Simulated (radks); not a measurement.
# Bi⁸⁰⁺ in [He] 2p1: an all-electron calculation

The task here is to estimate one member of a computed series from the others.

Method: scalar-relativistic Kohn-Sham, revPBE, spin-unpolarised, spherical densities, finite nucleus. Code: radks (a radial shooting solver on a logarithmic mesh, Libxc functionals) version 1.

## What is computed

| Property | Result |
| --- | --- |
| element | bismuth (Z = 83) |
| charge | +80 |
| electrons | 3 |
| configuration | [He] 2p1 |
| nuclear rms radius | 5.5211 fm |

Outer shells as boxes (Hund's rule):

Bi⁸⁰⁺
```
[He] core
2p [↑ ][  ][  ]
```

The first run:

Settings of this run:

```text
Z 83
configuration [He] 2p1 2s0 3p0
relativity scalar-relativistic
functional pbe_r,pbe
spin unpolarised
nucleus finite rms 5.5211 fm
c 137.035999084
```

The run is started by

```sh
$ python run_ks.py task.json out
```

The same process makes all the runs of this session.

One of the session's tables, all rows but one given; the rest of the session is left out.

It belongs to the step «Orbitals and density». From the orbitals of this run (lengths in bohr):

| level | <r> | outermost maximum (interpolated) | 90 % within |
| --- | --- | --- | --- |
| 1s | ? | ? | ? |
| 2s | 0.06381 | 0.0547 | 0.0988 |
| 2p | 0.05731 | 0.0451 | 0.0929 |
| 3p | 0.1458 | 0.139 | 0.216 |

Q: Estimate the row for 1s from the others.

As computed: <r>: 0.01573; outermost maximum (interpolated): 0.00964; 90 % within: 0.0288. In the column «<r>» it is the lowest.
